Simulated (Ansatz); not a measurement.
**CHBrCl2 (bromodichloromethane), step by step**

Wanted: a series of 35 runs (CASCI(4,4)/6-31G*, MP2/cc-pVDZ, MP2/cc-pVTZ, wB97X/cc-pVTZ, U-wB97X/cc-pVTZ, r2SCAN/aug-pcseg-0, U-r2SCAN/aug-pcseg-0, r2SCAN/aug-pcseg-1, and more) of CHBrCl2 and its partners. The setting varied is the number of roots, correlated electrons, integral approximation. 

The calculation is run with Ansatz 0.2.0.

## Step 1: The system as given

CHBrCl2: 5 atoms, total charge 0, spin state singlet. SMILES: `ClC(Cl)Br`. The coordinates come from a PBE0-D4/def2-TZVP relaxation.

Bond lengths: Cl1–C2 1.754 Å, C2–Cl3 1.754 Å, C2–Br4 1.934 Å, C2–H5 1.084 Å. Angles: Cl1–C2–Cl3 111.5°, Cl1–C2–Br4 111.2°, Cl3–C2–Br4 111.2°, Cl1–C2–H5 108.1°, Cl3–C2–H5 108.1°, Br4–C2–H5 106.3°.

## Step 2: A single-point energy at CASCI(4,4)/6-31G(d) (Cartesian functions) (run 1)

Contents of molecule.yaml:

```yaml
crystal:
  periodic: [false, false, false]
  atoms:
    - {symbol: Cl, position_ang: [-0.545310, 0.154210, 1.648620]}
    - {symbol: C, position_ang: [0.079970, 0.086060, 0.011540]}
    - {symbol: Cl, position_ang: [1.215390, -1.235370, -0.189200]}
    - {symbol: Br, position_ang: [-1.353490, -0.018800, -1.282480]}
    - {symbol: H, position_ang: [0.603440, 1.013890, -0.188490]}
basis:
  gaussian:
    orbitals: "6-31G*"
correlation:
  active_space: {window: {electrons: 4, orbitals: 4}, fixed_orbitals: true, states: [{multiplicity: 1, weights: [1]}]}
```

The run is started by

```sh
$ ansatz run molecule.yaml --threads 1 --pin off --max-ram 3480MiB --events-out events.jsonl --progress --plain --runs-dir runs
```

The log of the run:

```text
Warning: RAYON_NUM_THREADS=1 ignored (pool sized by the plan → 1); use --threads N
Functional definition: HF
  name "HF"
  exchange = exact_x
  correlation = 0
841 factors; integrals over basis functions are off by at most 1.0e-3 eV
mean field evaluation 1: about -96039.7842 eV, gradient 2.9e1 eV
mean field evaluation 2: about -96039.8350 eV, gradient 2.9e1 eV
mean field evaluation 4: about -96042.3155 eV, gradient 2.5e0 eV
mean field evaluation 8: about -96042.3604 eV, gradient 2.1e-1 eV
mean field -96042.36066078 eV, -3529.4916544334 hartree, gradient 5.6e-6 eV, S^2 0.000000; 0 other end points of the search recorded, 0 dependent functions left out
reference -96042.36066078 eV, -3529.4916544334 hartree; 38, 38 occupied and 52, 52 virtual orbitals, 841 factors
state -96042.38409506 eV, -3529.4925156275 hartree
Total energy: -96042.38409506 eV, -3529.4925156275 hartree
```

Wall time 1.8 s (1 thread of Arm Neoverse V1, shared host); peak memory 0.16 GiB.

## Step 3: The energy at CASCI(4,4)/6-31G(d) (Cartesian functions, 2 roots) (run 2)

Contents of input.yaml:

```yaml
crystal:
  periodic: [false, false, false]
  atoms:
    - {symbol: Cl, position_ang: [-0.545310, 0.154210, 1.648620]}
    - {symbol: C, position_ang: [0.079970, 0.086060, 0.011540]}
    - {symbol: Cl, position_ang: [1.215390, -1.235370, -0.189200]}
    - {symbol: Br, position_ang: [-1.353490, -0.018800, -1.282480]}
    - {symbol: H, position_ang: [0.603440, 1.013890, -0.188490]}
basis:
  gaussian: {orbitals: "6-31G*"}
correlation:
  active_space: {window: {electrons: 4, orbitals: 4}, fixed_orbitals: true, states: [{multiplicity: 1, weights: [1, 1]}]}
```

The run is started by

```sh
$ ansatz run input.yaml --threads 1 --pin off --max-ram 3480MiB --events-out events.jsonl --progress --plain --runs-dir runs
```

The log of the run:

```text
Warning: RAYON_NUM_THREADS=1 ignored (pool sized by the plan → 1); use --threads N
[... 4 set-up lines as earlier in the session ...]
1532 factors; integrals over basis functions are off by at most 1.8e-7 eV
mean field evaluation 1: about -96039.7584 eV, gradient 2.9e1 eV
mean field evaluation 2: about -96039.8336 eV, gradient 2.9e1 eV
mean field evaluation 4: about -96042.3163 eV, gradient 2.5e0 eV
mean field evaluation 8: about -96042.3609 eV, gradient 2.1e-1 eV
mean field -96042.36106948 eV, -3529.4916694529 hartree, gradient 8.5e-6 eV, S^2 0.000000; 0 other end points of the search recorded, 0 dependent functions left out
reference -96042.36106948 eV, -3529.4916694529 hartree; 38, 38 occupied and 52, 52 virtual orbitals, 1532 factors
state -96042.38450440 eV, -3529.4925306703 hartree
state -96035.30565850 eV, -3529.2323878816 hartree
Total energy: -96038.84508145 eV, -3529.3624592759 hartree
```

Run time: 2.8 s. Hardware: 1 thread of Arm Neoverse V1, shared host; peak memory 0.24 GiB.

Runs 3 to 25 aren't shown in full; the table further down has their settings and results.

## Step 4: The energy at r2SCAN/aug-pcseg-1 (run 26)

Contents of job.yaml:

```yaml
crystal:
  periodic: [false, false, false]
  atoms:
    - {symbol: Cl, position_ang: [-0.545310, 0.154210, 1.648620]}
    - {symbol: C, position_ang: [0.079970, 0.086060, 0.011540]}
    - {symbol: Cl, position_ang: [1.215390, -1.235370, -0.189200]}
    - {symbol: Br, position_ang: [-1.353490, -0.018800, -1.282480]}
    - {symbol: H, position_ang: [0.603440, 1.013890, -0.188490]}
basis:
  gaussian:
    orbitals: aug-pcseg-1.json
hamiltonian:
  xc: {name: r2SCAN}
```

The basis set aug-pcseg-1 is read from a file made from the Basis Set Exchange's data (not shown).

The run is started by

```sh
$ ansatz run job.yaml --threads 1 --pin off --max-ram 3480MiB --events-out events.jsonl --progress --plain --runs-dir runs
```

The log of the run:

```text
Warning: RAYON_NUM_THREADS=1 ignored (pool sized by the plan → 1); use --threads N
Functional definition: r2SCAN
  name "r2SCAN"
  parameter k0 = 0.174
  parameter k1 = 0.065
  parameter a1 = 4.9479
  exchange = r2scan_x(k0 = k0, k1 = k1, a1 = a1)
  correlation = r2scan_c
1192 factors; their error is unknown
mean field evaluation 1: about -96130.5274 eV, gradient 2.9e1 eV
mean field evaluation 2: about -96125.1030 eV, gradient 5.3e1 eV
mean field evaluation 4: about -96132.6045 eV, gradient 7.3e-1 eV
mean field evaluation 8: about -96132.5464 eV, gradient 3.6e-2 eV
mean field evaluation 16: about -96132.5464 eV, gradient 3.6e-5 eV
mean field -96132.54638071 eV, -3532.8059185108 hartree, gradient 3.6e-5 eV, S^2 0.000000; 0 other end points of the search recorded, 0 dependent functions left out
reference -96132.54642103 eV, -3532.8059199927 hartree; 38, 38 occupied and 84, 84 virtual orbitals, 1192 factors
Total energy: -96132.54642103 eV, -3532.8059199927 hartree
```

It took 8.1 s on 1 thread of Arm Neoverse V1, shared host; peak memory 0.18 GiB.

Runs 27 to 34 aren't shown in full; the table further down has their settings and results.

## Step 5: The H atom: the energy at U-r2SCAN/aug-pcseg-2 (run 35)

Contents of in.yaml:

```yaml
basis:
  gaussian: {orbitals: aug-pcseg-2}
crystal:
  periodic: [false, false, false]
  atoms:
    - symbol: H
      position_ang: [0.000000, 0.000000, 0.000000]
magnetization: {spin_polarized: true, initial_magnetization: 1}
hamiltonian: {xc: r2scan}
```

Run the same way, it converges to -0.50009 Eh (log not shown).

## Step 6: All runs side by side

```csv
run,level,number of roots,frozen core orbitals,partner,energy (Eh),wall time
1,"CASCI(4,4)/6-31G* (Cartesian functions)",1,–,base,-3529.492516,1.8 s
2,"CASCI(4,4)/6-31G* (Cartesian functions, 2 roots)",2,–,base,-3529.362459 (average),2.8 s
3,"CASCI(4,4)/6-31G* (Cartesian functions, 3 roots)",3,–,base,-3529.317899 (average),2.8 s
4,"CASCI(4,4)/6-31G* (Cartesian functions, 4 roots)",4,–,base,-3529.266108 (average),2.8 s
5,"CASCI(4,4)/6-31G* (Cartesian functions, 6 roots)",6,–,base,-3529.178115 (average),2.9 s
6,"CASCI(4,4)/6-31G* (Cartesian functions, 8 roots)",8,–,base,-3529.105785 (average),2.8 s
7,MP2/cc-pVDZ,–,25,base,-3530.348781,4.8 s
8,MP2/cc-pVDZ,–,20,base,-3530.362629,5.1 s
9,MP2/cc-pVDZ,–,0,base,-3530.385454,5.7 s
10,MP2/cc-pVTZ,–,25,base,-3530.652552,12 s
11,MP2/cc-pVTZ,–,20,base,-3530.716897,13 s
12,MP2/cc-pVTZ,–,0,base,-3530.845568,17 s
13,wB97X/cc-pVTZ (Coulomb fitting set),–,–,base,–,12 s
14,U-wB97X/cc-pVTZ (Coulomb fitting set),–,–,cation,–,86 s
15,wB97X/cc-pVTZ (Coulomb fitting set),–,–,base,–,13 s
16,U-wB97X/cc-pVTZ (Coulomb fitting set),–,–,cation,–,93 s
17,wB97X/cc-pVTZ (density fitting with cc-pVTZ-jkfit),–,–,base,-3533.362984,14 s
18,U-wB97X/cc-pVTZ (density fitting with cc-pVTZ-jkfit),–,–,cation,-3532.960604,97 s
19,wB97X/cc-pVTZ (density fitting with def2-universal-jkfit),–,–,base,-3533.363002,14 s
20,U-wB97X/cc-pVTZ (density fitting with def2-universal-jkfit),–,–,cation,-3532.960622,95 s
21,r2SCAN/aug-pcseg-0,–,–,base,-3528.824266,5.1 s
22,U-r2SCAN/aug-pcseg-0,–,–,atoms,-2570.991635,1.8 s
23,U-r2SCAN/aug-pcseg-0,–,–,atoms,-37.734459,0.65 s
24,U-r2SCAN/aug-pcseg-0,–,–,atoms,-459.574869,1.7 s
25,U-r2SCAN/aug-pcseg-0,–,–,atoms,-0.496874,0.32 s
26,r2SCAN/aug-pcseg-1,–,–,base,-3532.805920,8.1 s
27,U-r2SCAN/aug-pcseg-1,–,–,atoms,-2573.795366,2 s
28,U-r2SCAN/aug-pcseg-1,–,–,atoms,-37.813886,0.73 s
29,U-r2SCAN/aug-pcseg-1,–,–,atoms,-460.085686,1.2 s
30,U-r2SCAN/aug-pcseg-1,–,–,atoms,-0.499222,0.34 s
31,r2SCAN/aug-pcseg-2,–,–,base,-3533.248862,17 s
32,U-r2SCAN/aug-pcseg-2,–,–,atoms,-2574.132967,3.3 s
33,U-r2SCAN/aug-pcseg-2,–,–,atoms,-37.831659,1 s
34,U-r2SCAN/aug-pcseg-2,–,–,atoms,-460.124430,1.8 s
35,U-r2SCAN/aug-pcseg-2,–,–,atoms,-0.500091,0.36 s
```

## Step 7: Summary of results

| quantity | value |
| --- | --- |
| H atom, run 35: total energy | -0.50009 Eh |
| H atom, run 35: ⟨S²⟩ | 0.750 |
| electronic atomisation energy, r2SCAN/aug-pcseg-0 | 12.288 eV |
| electronic atomisation energy, r2SCAN/aug-pcseg-1 | 14.315 eV |
| electronic atomisation energy, r2SCAN/aug-pcseg-2 | 14.566 eV |
| vertical ionisation energy (to the doublet cation), wB97X/cc-pVTZ (run 17, integral approximation cc-pVTZ-jkfit) | 10.949 eV |
| vertical ionisation energy (to the doublet cation), wB97X/cc-pVTZ (run 19, integral approximation def2-universal-jkfit) | 10.949 eV |

**Reading.** At r2SCAN/aug-pcseg-0: taking the molecule apart into free atoms costs 12.29 eV (283 kcal/mol), before zero-point energy and without spin-orbit coupling. The basis has no polarisation functions, which makes bonds too weak. At r2SCAN/aug-pcseg-1: taking the molecule apart into free atoms costs 14.32 eV (330 kcal/mol), before zero-point energy and without spin-orbit coupling. At r2SCAN/aug-pcseg-2: taking the molecule apart into free atoms costs 14.57 eV (336 kcal/mol), before zero-point energy and without spin-orbit coupling. At wB97X/cc-pVTZ: the vertical ionisation energy comes to 10.95 eV (252 kcal/mol). −ε(HOMO) before ionisation, 10.86 eV, is 0.09 eV below this ionisation energy. At wB97X/cc-pVTZ: removing an electron at fixed nuclei costs 10.95 eV (252 kcal/mol). Totals of different functionals can't be ranked against each other. Rows marked as averages are means over several states, not the energy of one. All runs together took 9.1 min, the longest 97 s. 4 of the 35 runs ended normally but are set aside, since settings or state are in doubt.
